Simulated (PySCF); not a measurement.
# C3H8SeSi: the cost of one run

The runs use PySCF 2.14.0, with density-fitted response routines of our own; the level of theory stands in each step. All values are computed, except where a source is named. Atoms count from 0, in the outputs and in this text.

### 1 The starting structure

13 atoms, charge 0, multiplicity 1; geometry from: GFN2-xTB. The atoms were then displaced at random by about 0.01 Å, so the start is not that level's minimum.

Bonds of the start (Å): Si0–Se1 2.29, Se1–C2 1.96, C2–C3 1.45, C3–C4 1.46, C4–C2 1.49, Si0–H5 1.42, Si0–H6 1.46, Si0–H7 1.49, C2–H8 1.08, C3–H9 1.10, C3–H10 1.10, C4–H11 1.09, C4–H12 1.06.

### 2 Relaxing the molecule at PBE0-D3(BJ)/def2-SVP

The job: settings as JSON, then the geometry in Å.

```
{"job": {"xc": "PBE0", "basis": "def2-SVP", "d3": "d3bj", "grid": 1, "shake": 0.01, "kind": "geom"}, "charge": 0, "multiplicity": 1}
Si     2.482600    -0.196220    -0.432890
Se     0.516700    -1.152630    -1.113570
C     -0.712910     0.211500    -0.435570
C     -2.044550    -0.173640    -0.026770
C     -1.078740     0.202830     1.008240
H      3.490830    -1.126090    -0.797710
H      2.404430     0.066760     1.002820
H      2.631760     1.105050    -1.148500
H     -0.548770     1.170730    -0.905260
H     -2.888440     0.500860    -0.241870
H     -2.359400    -1.221690    -0.085070
H     -1.175890     1.161250     1.527140
H     -0.711810    -0.565590     1.638690
```

Launch:

```bash
> OMP_NUM_THREADS=1 python probes_run.py task.json out
```

One launch serves the whole session: the jobs run in the order shown.

Q: Estimate the wall time and peak memory of this first job on 1 thread of Arm Neoverse V1, shared host.

About 80 s, with a peak of 0.51 GiB.
